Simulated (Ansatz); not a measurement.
# MP2/def2-SVP run of C2H5GeN (SMILES C1=[N][GeH2][CH2]1)

What is the energy change on altering one bond length of C2H5GeN at MP2/def2-SVP? 

The results are computed with Ansatz 0.2.0.

82 further runs of the same task are left out: 82 set aside as unsound or not needed.

### 1 The system as given

C2H5GeN has 9 atoms, charge 0, and is taken as a singlet. SMILES: `C1=[N][GeH2][CH2]1`. Geometry: relaxed at PBE0-D4/def2-TZVP.

Bond lengths: C1–N2 1.278 Å, N2–Ge3 1.910 Å, C1–C4 1.512 Å, Ge3–C4 1.983 Å, C1–H5 1.098 Å, Ge3–H6 1.538 Å, Ge3–H7 1.538 Å, C4–H8 1.092 Å, C4–H9 1.092 Å. Some angles: C1–N2–Ge3 89.9°, N2–C1–C4 114.8°, N2–Ge3–C4 74.4°, C1–C4–Ge3 80.9°, N2–C1–H5 121.7°, C4–C1–H5 123.5°, N2–Ge3–H6 115.0°, N2–Ge3–H7 115.0°, C4–Ge3–H6 118.6°, C4–Ge3–H7 118.6°.

### 2 A single-point energy at MP2/def2-SVP

input.yaml

```yaml
crystal:
  periodic: [false, false, false]
  atoms:
    - {symbol: C, position_ang: [-0.186800, -0.549700, -1.075100]}
    - {symbol: N, position_ang: [1.035900, -0.182500, -1.141500]}
    - {symbol: Ge, position_ang: [0.903900, 0.560600, 0.613000]}
    - {symbol: C, position_ang: [-0.885400, -0.197100, 0.218500]}
    - {symbol: H, position_ang: [-0.675600, -1.079500, -1.903400]}
    - {symbol: H, position_ang: [1.056500, 2.089100, 0.684100]}
    - {symbol: H, position_ang: [1.776000, -0.127000, 1.676700]}
    - {symbol: H, position_ang: [-1.720500, 0.497400, 0.107000]}
    - {symbol: H, position_ang: [-1.215600, -1.057700, 0.803700]}
basis:
  gaussian:
    orbitals: def2-SVP
correlation:
  method: mp2
  frozen_orbitals: {C: 1, Ge: 9, H: 0, "N": 1}
accuracy: high
```

On the command line:

```bash
ansatz run input.yaml --threads 1 --pin off --max-ram 3480MiB --events-out events.jsonl --progress --plain --runs-dir runs
```

The program printed:

```text
Warning: RAYON_NUM_THREADS=1 ignored (pool sized by the plan → 1); use --threads N
Functional definition: HF
  name "HF"
  exchange = exact_x
  correlation = 0
2271 factors; integrals over basis functions are off by at most 4.6e-9 eV
mean field evaluation 1: about -60080.8393 eV, gradient 3.2e1 eV
mean field evaluation 2: about -60080.9324 eV, gradient 3.2e1 eV
mean field evaluation 4: about -60083.8661 eV, gradient 4.0e0 eV
mean field evaluation 8: about -60083.9281 eV, gradient 3.5e-1 eV
mean field -60083.92931063 eV, -2208.0436758155 hartree, gradient 3.4e-8 eV, S^2 0.000000; 0 other end points of the search recorded, 0 dependent functions left out
12 core orbitals not correlated: weight in the atoms' cores, before any rotation towards them, 1.000 or more for the frozen orbitals, at most 0.000 for the correlated occupied ones
reference -60083.92931063 eV, -2208.0436758155 hartree; 16, 16 occupied and 71, 71 virtual orbitals, 2271 factors
second order -17.92612063 eV of doubles, -0.00000000 eV of singles
Total energy: -60101.85543126 eV, -2208.7024485978 hartree
```

It took 2.3 s on 1 thread of AMD EPYC 9R45 (Zen 5), shared host; peak memory 0.33 GiB.

### 3 The distorted shape

job.yaml

```yaml
crystal:
  periodic: [false, false, false]
  atoms:
    - {symbol: C, position_ang: [0.057617, -0.284782, -0.660921]}
    - {symbol: "N", position_ang: [1.280317, 0.082418, -0.727321]}
    - {symbol: Ge, position_ang: [1.148317, 0.825518, 1.027179]}
    - {symbol: C, position_ang: [-0.640983, 0.067818, 0.632679]}
    - {symbol: H, position_ang: [-0.675600, -1.079500, -1.903400]}
    - {symbol: H, position_ang: [1.300917, 2.354018, 1.098279]}
    - {symbol: H, position_ang: [2.020417, 0.137918, 2.090879]}
    - {symbol: H, position_ang: [-1.476083, 0.762318, 0.521179]}
    - {symbol: H, position_ang: [-0.971183, -0.792782, 1.217879]}
basis:
  gaussian:
    orbitals: def2-SVP
correlation:
  method: mp2
  frozen_orbitals: {C: 1, Ge: 9, H: 0, "N": 1}
accuracy: high
```

On the command line:

```bash
ansatz run job.yaml --threads 1 --pin off --max-ram 3480MiB --events-out events.jsonl --progress --plain --runs-dir runs
```

The program printed:

```text
Warning: RAYON_NUM_THREADS=1 ignored (pool sized by the plan → 1); use --threads N
Functional definition: HF
  name "HF"
  exchange = exact_x
  correlation = 0
2269 factors; integrals over basis functions are off by at most 4.6e-9 eV
mean field evaluation 1: about -60078.4759 eV, gradient 3.3e1 eV
mean field evaluation 2: about -60078.5685 eV, gradient 3.3e1 eV
mean field evaluation 4: about -60081.5963 eV, gradient 4.1e0 eV
mean field evaluation 8: about -60081.6715 eV, gradient 4.5e-1 eV
mean field -60081.67365540 eV, -2207.9607820149 hartree, gradient 3.8e-8 eV, S^2 0.000000; 0 other end points of the search recorded, 0 dependent functions left out; unrestricted orbitals would lower it
mean field evaluation 16: about -60081.5188 eV, gradient 2.5e0 eV
12 core orbitals not correlated: weight in the atoms' cores, before any rotation towards them, 1.000 or more for the frozen orbitals, at most 0.000 for the correlated occupied ones
reference -60081.67365540 eV, -2207.9607820149 hartree; 16, 16 occupied and 71, 71 virtual orbitals, 2269 factors
second order -18.24004345 eV of doubles, -0.00000000 eV of singles
Total energy: -60099.91369885 eV, -2208.6310912482 hartree
```

Wall time 2.4 s (1 thread of AMD EPYC 9R45 (Zen 5), shared host); peak memory 0.33 GiB.

### 4 What came out

Level: MP2/def2-SVP, 12 core orbitals frozen.

| quantity | value |
| --- | --- |
| first shape: total energy | -2208.70245 Eh |
| first shape: correlation energy (12 core orbitals frozen) | -658.8 mEh |
| distorted shape: total energy | -2208.63109 Eh |
| distorted shape: correlation energy (12 core orbitals frozen) | -670.3 mEh |
| energy change with the C1–H5 bond stretched from 1.098 to 1.647 Å | 1.942 eV |

One bond (distorted shape) is far stretched, which a spin-restricted single reference describes badly; perturbation theory on it can break down and give far too much correlation. With the C1–H5 bond stretched from 1.098 to 1.647 Å the energy rises by 1.94 eV (187 kJ/mol). The first shape isn't relaxed at this level, so the change isn't measured from a minimum. A restricted reference can't describe the breaking bond well at this length. The restricted solution (distorted shape) is unstable to spin breaking: an unrestricted one lies lower.
